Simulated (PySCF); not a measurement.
# C5H13NSi: circular dichroism and optical rotation

What do calculations give for the circular dichroism and optical rotation of C5H13NSi (`C[C@@H]1[SiH2][C@H]1N(C)C`)?

Programs: PySCF 2.14.0, with routines of our own; each step states its level. All values are computed. Atoms count from 0.

### Step 1. The starting structure

20 atoms, charge 0, multiplicity 1; geometry from: GFN2-xTB.

### Step 2. Circular dichroism and optical rotation: TDDFT PBE0/def2-SVPD

The job: settings as JSON, then the geometry in Å.

```
{"job": {"kind": "ecd", "xc": "PBE0", "basis": "def2-SVPD", "nstates": 12}, "charge": 0, "multiplicity": 1}
C      2.289432    -1.045801    -0.620825
C      1.234260     0.025262    -0.756634
Si     1.306399     1.675590     0.157203
C      0.201952     0.156622     0.369720
N     -1.170730     0.240778    -0.044714
C     -1.999880     0.846711     0.973333
C     -1.687713    -1.051617    -0.449249
H      2.722511    -1.034845     0.377353
H      1.861358    -2.034700    -0.792804
H      3.090900    -0.894333    -1.342264
H      0.782952     0.042721    -1.743679
H      0.744438     2.842164    -0.491663
H      2.368973     1.872522     1.128443
H      0.375207    -0.513328     1.222227
H     -2.044947     0.248919     1.898555
H     -3.012449     0.964922     0.588268
H     -1.596695     1.829353     1.216327
H     -1.727960    -1.769812     0.386325
H     -1.049307    -1.462949    -1.228987
H     -2.693850    -0.927498    -0.849967
```

Level: TDDFT PBE0/def2-SVPD circular dichroism and optical rotation, one conformer, gas phase.

Run with:

```bash
> OMP_NUM_THREADS=1 python excited_run.py task.json out
```

One launch serves the whole session: the jobs run in the order shown.

Output:

```text
coarse grid: 16176 points
cycle   1  E = -541.7346463616  dE =  6.206e-01  |g| = 4.087e-01  |ddm| = 6.756e+00
cycle   2  E = -541.6912559840  dE =  4.339e-02  |g| = 5.659e-01  |ddm| = 1.908e+00
cycle   3  E = -541.7837088257  dE = -9.245e-02  |g| = 8.100e-02  |ddm| = 1.055e+00
cycle   4  E = -541.7851965487  dE = -1.488e-03  |g| = 2.991e-02  |ddm| = 1.777e-01
cycle   5  E = -541.7854034390  dE = -2.069e-04  |g| = 6.659e-03  |ddm| = 6.067e-02
cycle   6  E = -541.7854133904  dE = -9.951e-06  |g| = 2.219e-03  |ddm| = 2.030e-02
final grid: 148800 points
cycle   7  E = -541.8559109430  dE = -5.878e-05  |g| = 9.155e-03  |ddm| = 1.851e-01
cycle   8  E = -541.8558907093  dE =  2.023e-05  |g| = 1.240e-02  |ddm| = 3.876e-02
cycle   9  E = -541.8559333765  dE = -4.267e-05  |g| = 1.363e-03  |ddm| = 2.159e-02
cycle  10  E = -541.8559338827  dE = -5.062e-07  |g| = 2.698e-04  |ddm| = 2.663e-03
cycle  11  E = -541.8559338983  dE = -1.559e-08  |g| = 9.217e-05  |ddm| = 6.946e-04
cycle  12  E = -541.8559339002  dE = -1.949e-09  |g| = 3.556e-05  |ddm| = 2.593e-04
cycle  13  E = -541.8559339005  dE = -3.367e-10  |g| = 7.397e-06  |ddm| = 8.147e-05
converged SCF energy = -541.8559339005

Singlet excitations and rotatory strengths (1e-40 esu^2 cm^2)
state   eV       nm     f(len)   f(vel)    R(len)    R(vel)   main configurations
  1   5.1852   239.1  0.07595  0.08154   -31.030   -31.802   H->L 0.95
  2   5.7758   214.7  0.00738  0.00773    -9.488    -9.546   H->L+1 0.93
  3   6.1113   202.9  0.00702  0.00704    -0.514     0.029   H->L+3 0.83
  4   6.1478   201.7  0.01699  0.02174    -7.859    -6.736   H->L+2 0.79, H-1->L 0.11
  5   6.1938   200.2  0.08330  0.09059    -5.792    -6.265   H-1->L 0.70, H->L+2 0.09
  6   6.3945   193.9  0.06930  0.07137    61.529    62.257   H->L+4 0.42, H->L+5 0.34, H-1->L 0.11
  7   6.4857   191.2  0.01308  0.01309     8.992    10.287   H->L+5 0.45, H->L+4 0.38, H-1->L+1 0.11
  8   6.7147   184.6  0.00904  0.00907    16.578    17.054   H-1->L+1 0.76
  9   6.8030   182.2  0.01496  0.01463   -43.634   -42.965   H-2->L 0.74, H->L+7 0.10
 10   6.9083   179.5  0.02080  0.02195    19.139    18.776   H->L+6 0.63, H-1->L+2 0.13, H->L+7 0.11
 11   6.9867   177.5  0.05936  0.06011    60.816    60.433   H->L+7 0.61, H-1->L+2 0.09, H->L+6 0.09
 12   7.0709   175.3  0.00379  0.00400     0.996     0.102   H-1->L+2 0.43, H-1->L+3 0.34, H->L+6 0.08

Specific rotation (deg / (dm g/mL))
    nm     length   length(OI)   velocity    alpha(len)  alpha(vel)
  633.0    -159.95    -159.50    -150.21      102.354    103.005
  589.3    -191.28    -190.73    -179.86      102.853    103.518
  546.0    -233.26    -232.57    -219.69      103.485    104.169
  436.0    -448.28    -446.86    -425.31      106.202    106.970
  405.0    -574.57    -572.69    -547.13      107.502    108.312
  365.0    -854.83    -851.91    -819.59      109.879    110.771
  355.0    -962.65    -959.32    -925.03      110.658    111.578
```

It took 2.4 min on 1 thread of Arm Neoverse N1, shared host; peak memory 1 GiB.

### Step 3. What came out

```
                                                                                  quantity                                                          value
state of largest rotatory strength (velocity form) among 12 (step 2, TDDFT PBE0/def2-SVPD)  6.39 eV, R = +62.3 (velocity), +61.5 (length) ·10⁻⁴⁰ esu² cm²
                              specific rotation at 633.0 nm (step 2, TDDFT PBE0/def2-SVPD)                             -150.2 (velocity), -159.9 (length)
```

Rotations belong to one conformer.
